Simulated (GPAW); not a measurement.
NaTb2Sc2FeO9:

```xyz
15
Lattice="5.4260 0.0004 -0.0004 2.6344 4.7513 -0.0002 0.0036 0.0115 7.0380" Properties=species:S:1:pos:R:3 pbc="T T T"
Na    2.6686    4.6802    0.0224
Tb    5.6546    3.2090    2.3483
Tb    2.9016    1.9002    4.3715
Sc    5.3705    3.0959    6.0162
Sc    2.6675    1.6240    1.0256
Fe    0.1110    0.0929    3.5299
O     6.8410    3.6804    4.4266
O     1.3968    1.1333    2.7862
O     2.6032    3.5145    2.1769
O     4.1663    3.7915    4.2027
O     4.1905    1.1605    2.6229
O     5.3848    4.4884    0.4271
O     6.2315    2.0431    0.4273
O     3.4803    2.4663    6.4551
O     5.4121    1.2079    4.9041
```

The cell was built by a generator and needn't be a form met in nature.

Base run:

* Program: GPAW 26.7.0
* Functional: PBE
* Potentials or basis: GPAW PAW data sets (gpaw-data 1.2.1)
* Cutoff: 800 eV
* Basis: pw
* k mesh: 4 × 4 × 3
* Occupations: fermi-dirac, width 0.05 eV
* Spin: collinear spin, ferromagnetic start
* Starting moments: [0.0, 6.0, 6.0, 0.0, 0.0, 3.0, 0.0, 0.0, 0.0, 0.0, 0.0, 0.0, 0.0, 0.0, 0.0] μB
* Hubbard terms: Fe d U = 4 eV

Its results: pressure 3.8 GPa; net moment 16.40 μB per cell; site moments Na +0.00; Tb +6.01, +6.03; Sc +0.01; Fe +3.44; O +0.05, +0.08, +0.02, +0.07, +0.03 μB; largest force 2.307 eV/Å.

The run is repeated on the same cell with these changes: hubbard terms from Fe d U = 4 eV to none. What comes out?

Pressure 0.5 GPa; net moment 15.00 μB per cell; site moments Na +0.00; Tb +5.98, +5.99; Sc -0.00; Fe +1.99; O +0.05, +0.07, +0.04, +0.02, +0.03, +0.13 μB; largest force 0.911 eV/Å.

Caveats: one-centre terms of the f shell are cut off; the magnetic or orbital state may not be the lowest; a cell with one magnetic atom can't hold antiferromagnetic order, which such compounds often take; forces of over 1 eV/Å show positions far from the minimum, so gaps and moduli don't describe the material at rest (some runs).
